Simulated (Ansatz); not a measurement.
Consider a scan of the energy under strain of MgS, space group F-43m (Ansatz's Python interface).

`strain_mgs.py`:
```python
"""Energy of MgS under biaxial strain, ions carried with the cell."""

import ansatz as az
import numpy as np

vectors0 = np.array([
    [0.0, 2.83312, 2.83312],
    [2.83312, 0.0, 2.83312],
    [2.83312, 2.83312, 0.0],
])
sites = [
    ("Mg", (0.0, 0.0, 0.0)),
    ("S", (0.75, 0.75, 0.75)),
]


def crystal_on(cell):
    crystal = az.Crystal(lattice=az.Lattice.of(cell))
    for symbol, position in sites:
        crystal = crystal.atom(symbol, position)
    return crystal

# clamped ions: the fractional positions stay as typed
values = np.linspace(-0.02, 0.02, 7)
energies = []
for d in values:
    strain = np.diag([d, d, 0])
    cell = vectors0 @ (np.eye(3) + strain)
    model = crystal_on(cell).calculation()
    model = model.pseudopotentials("paw").basis(470)
    model = model.functional("PBEsol")
    model = model.occupations("gaussian", width=0.02).kpoints(6, 6, 6)
    data = model.run(threads=1, backend="cpu").report
    energies.append(data["free_energy_ev"] / len(sites))
    print(f"d = {d:+.4f}  F = {energies[-1]:.5f} eV/atom")
energies = np.array(energies)

for value, e in zip(values, energies):
    print(f"strain {value:7.3f}   E - Emin = {1000 * (e - energies.min()):9.3f} meV/atom")
curvature = 2 * np.polyfit(values, energies, 3)[1]
volume = abs(np.linalg.det(vectors0)) / len(sites)
print(f"d2E/dd2 over the volume: {curvature / volume * 160.21766:.1f} GPa")
```

How much energy does this biaxial strain cost, and what curvature follows?

Against the unstrained cell the energy per atom changes by +4.59 meV at one end of the scan and +8.94 meV at the other, and its second derivative over the volume is 238.3 GPa.

What the script printed:

```console
$ python strain_mgs.py
d = -0.0200  F = -1399.87599 eV/atom
d = -0.0133  F = -1399.87912 eV/atom
d = -0.0067  F = -1399.88063 eV/atom
d = +0.0000  F = -1399.88058 eV/atom
d = +0.0067  F = -1399.87902 eV/atom
d = +0.0133  F = -1399.87602 eV/atom
d = +0.0200  F = -1399.87163 eV/atom
strain  -0.020   E - Emin =     4.639 meV/atom
strain  -0.013   E - Emin =     1.509 meV/atom
strain  -0.007   E - Emin =     0.000 meV/atom
strain   0.000   E - Emin =     0.053 meV/atom
strain   0.007   E - Emin =     1.609 meV/atom
strain   0.013   E - Emin =     4.608 meV/atom
strain   0.020   E - Emin =     8.994 meV/atom
d2E/dd2 over the volume: 238.3 GPa
```

Notes:
- Total energies depend on the potentials; only differences at equal settings carry meaning.
- The curvature belongs to this strain pattern and to the cell's stress; it equals a single elastic constant only for simple patterns.
- The structure comes from a database of computed cells and needn't be a stable or known phase.
- The ions keep their fractional positions (clamped ions).
- Hardware and time: 5.4 s on 1 thread of Intel(R) Xeon(R) 6975P-C (Granite Rapids) (shared host), peak memory 0.37 GiB.
